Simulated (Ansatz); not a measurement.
**CHClGa (quartet): the correlation ladder at a displaced geometry (v1), cc-pVDZ**

Aim: climb from Hartree-Fock through coupled cluster for CHClGa (quartet) at one geometry and basis, and see what each rung misses.

Program: Ansatz 0.2.0, Gaussian basis. Level of theory: cc-pVDZ, core rule «outside noble gas», up to 20 orbitals frozen. These are calculated values, not measurements.

Plan: UHF; CCSD(T) on ROHF; CCSD(T) on UHF; BCCD(T) on ROHF; CISD; CCSDT(Q) on ROHF; CCSDT(Q) on UHF.

31 further runs of the same task are left out: 3 for a known fault of the program, 15 that didn't finish, 13 set aside as unsound or not needed.

### 1 The geometry

The geometry is a PBE0/def2-TZVP stationary point (not a proven minimum) with its atoms shifted at random (size 0.040 Å). No spin-orbit coupling is included. The filled d shell of Ga may be among the frozen orbitals whatever the setting's name suggests; the logs give the count.

4 atoms, charge 0, spin multiplicity 4.

Atoms are counted from 1 here; the program's logs count them from 0.

Bond lengths: C1–Ga2 1.930 Å, Ga2–Cl3 2.165 Å, Ga2–H4 1.545 Å. Angles: C1–Ga2–Cl3 117.9°, C1–Ga2–H4 123.4°, Cl3–Ga2–H4 118.7°.

Geometry (Å):

```
C    -0.0132   -1.1944    1.7520
Ga   -0.0140    0.2769    0.5034
Cl    0.0340   -0.1900   -1.6102
H    -0.0688    1.7589    0.9352
```

### 2 UHF

The input, in.yaml:

```yaml
crystal:
  periodic: [false, false, false]
  atoms:
    - {symbol: C, position_ang: [-0.013171, -1.194409, 1.751956]}
    - {symbol: Ga, position_ang: [-0.014004, 0.276934, 0.503447]}
    - {symbol: Cl, position_ang: [0.033960, -0.189995, -1.610208]}
    - {symbol: H, position_ang: [-0.068817, 1.758918, 0.935199]}
basis:
  gaussian: {orbitals: cc-pVDZ}
magnetization: {spin_polarized: true, initial_magnetization: 3}
hamiltonian: {xc: hf}
output: {orbitals: {seedname: orbitals}}
```

Run with:

```bash
$ ansatz run in.yaml --threads 1 --pin off --events-out ev --progress --plain --max-ram 2393MiB
```

After this run come: CCSD(T) on ROHF; CCSD(T) on UHF; BCCD(T) on ROHF; CISD; CCSDT(Q) on ROHF; CCSDT(Q) on UHF.

Q: Predict the results of all the runs planned. Wanted: UCCSDT(Q) below the RHF energy; RMP2 from UCCSDT(Q); UMP2 from UCCSDT(Q); RCCSD from UCCSDT(Q); RCCSD(T) from UCCSDT(Q); UCCSD(T) from UCCSDT(Q); RCCSDT(Q) from UCCSDT(Q); T1 diagnostic.

As calculated:

| quantity | value |
| --- | --- |
| UCCSDT(Q) below the RHF energy | -7.9900 eV |
| RMP2 from UCCSDT(Q) | +28.62 kcal/mol |
| UMP2 from UCCSDT(Q) | +28.46 kcal/mol |
| RCCSD from UCCSDT(Q) | +5.13 kcal/mol |
| RCCSD(T) from UCCSDT(Q) | +1.11 kcal/mol |
| UCCSD(T) from UCCSDT(Q) | +1.06 kcal/mol |
| RCCSDT(Q) from UCCSDT(Q) | +0.07 kcal/mol |
| levels within 1 kcal/mol (43 meV) | RCCSDT, UCCSDT, RCCSDT(Q) |
| T1 diagnostic | 0.021 |

**Reading.** RCCSD(T) lands +1.11 kcal/mol from the yardstick (0.6 % of the correlation energy). These misses are within one basis, not against nature; the frozen cores of restricted and unrestricted runs differ, which can shift their rows.
